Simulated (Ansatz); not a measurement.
# C₂H₇AlSSi: a ladder of functionals and wavefunction methods

How much do the methods differ for C₂H₇AlSSi? The plan is to run it at one geometry with functionals of several rungs and with coupled cluster, and see how far each lands from CCSD(T) at the basis-set limit for the atomisation energy.

Method: functionals in def2-TZVPP, the program's frozen cores in correlated methods; program: Ansatz 0.2.0, Gaussian basis.

Levels to be run: PBE-D4, r2SCAN-D4, PBE0-D4, B3LYP-D4, ωB97X-V, ωB97M-V, B2PLYP; CCSD(T)/def2-TZVPP; MP2/def2-QZVPP; extrapolation to the limit.

## (1) The relaxed structure

An earlier PBE0-D4 in a triple-zeta def2 set relaxation fixed the geometry.

SMILES `C[SiH]1[CH2][Al]1[SH]`, 12 atoms, charge 0, spin multiplicity 1.

Atoms are counted from 1 here; the program's logs count them from 0.

Bond lengths: C1–Si2 1.873 Å, C1–H6 1.092 Å, C1–H7 1.094 Å, C1–H8 1.091 Å, Si2–C3 1.922 Å, Si2–Al4 2.323 Å, Si2–H9 1.492 Å, C3–Al4 1.949 Å, C3–H10 1.100 Å, C3–H11 1.089 Å, Al4–S5 2.178 Å, S5–H12 1.345 Å. Angles: Si2–C1–H6 110.7°, Si2–C1–H7 110.2°, Si2–C1–H8 111.0°, H6–C1–H7 108.3°, H6–C1–H8 108.2°, H7–C1–H8 108.5°, C1–Si2–C3 119.7°, C1–Si2–Al4 134.4°, C1–Si2–H9 110.5°, C3–Si2–Al4 53.7°, C3–Si2–H9 110.3°, Al4–Si2–H9 113.4°, Si2–C3–Al4 73.8°, Si2–C3–H10 110.2°, Si2–C3–H11 120.3°, Al4–C3–H10 106.5°, Al4–C3–H11 132.2°, H10–C3–H11 109.1° and more.

## (2) PBE-D4 (GGA)

Contents of in.yaml:

```yaml
crystal:
  periodic: [false, false, false]
  atoms:
    - {symbol: C, position_ang: [-1.226887, -1.587634, 0.884288]}
    - {symbol: Si, position_ang: [0.151733, -0.329761, 0.725411]}
    - {symbol: C, position_ang: [1.143526, -0.206382, -0.916038]}
    - {symbol: Al, position_ang: [0.467535, 1.585153, -0.551912]}
    - {symbol: S, position_ang: [0.575159, 3.566464, -1.450312]}
    - {symbol: H, position_ang: [-1.812143, -1.406573, 1.788793]}
    - {symbol: H, position_ang: [-0.811152, -2.597722, 0.940950]}
    - {symbol: H, position_ang: [-1.900861, -1.538433, 0.027244]}
    - {symbol: H, position_ang: [1.082942, -0.426449, 1.887106]}
    - {symbol: H, position_ang: [0.546490, -0.602412, -1.750883]}
    - {symbol: H, position_ang: [2.153728, -0.608606, -0.979183]}
    - {symbol: H, position_ang: [-0.293070, 4.097155, -0.571465]}
basis:
  gaussian: {orbitals: def2-TZVPP}
hamiltonian: {xc: pbe, dispersion: d4}
output: {forces: true, orbitals: {seedname: orbitals}}
```

The run is started by

```sh
ansatz run in.yaml --threads 4 --pin off --events-out ev --progress --plain --max-ram 10444MiB
```

After this run come: r2SCAN-D4 (meta-GGA); PBE0-D4 (hybrid); B3LYP-D4 (hybrid); ωB97X-V (range-separated); ωB97M-V (range-separated); B2PLYP (double hybrid); CCSD(T) in def2-TZVPP; MP2 in def2-QZVPP.

Q: Predict the results of all the runs planned. Wanted: atomisation energy, CCSD(T)/CBS; farthest; mean size of error, hybrid; mean size of error, range-separated; gap, smallest and largest; T1 diagnostic; triples share of the correlation energy.

**Answer**, as computed:

```
                               quantity                                value
        atomisation energy, CCSD(T)/CBS                        4078.6 kJ/mol
 functionals within 20.4 kJ/mol (0.5 %)  PBE0-D4, B3LYP-D4, ωB97X-V, ωB97M-V
                               farthest                B2PLYP (-62.8 kJ/mol)
             mean size of error, hybrid                          15.2 kJ/mol
    mean size of error, range-separated                          16.4 kJ/mol
              gap, smallest and largest  2.83 eV (PBE-D4), 8.62 eV (ωB97X-V)
                          T1 diagnostic                               0.0121
triples share of the correlation energy                                4.4 %
```

In words: PBE-D4 misses by +50.8 kJ/mol. Double hybrids carry the basis error of their MP2 part in triple zeta, and no dispersion term here, so their miss is partly the set-up's. Misses under about 20.4 kJ/mol are within the doubt on the reference itself, which lacks core-valence correlation, relativity and higher excitations. Hartree-Fock recovers 74 % of the binding; the rest is correlation. Orbital gaps span 2.8 to 8.6 eV; exact exchange widens them.
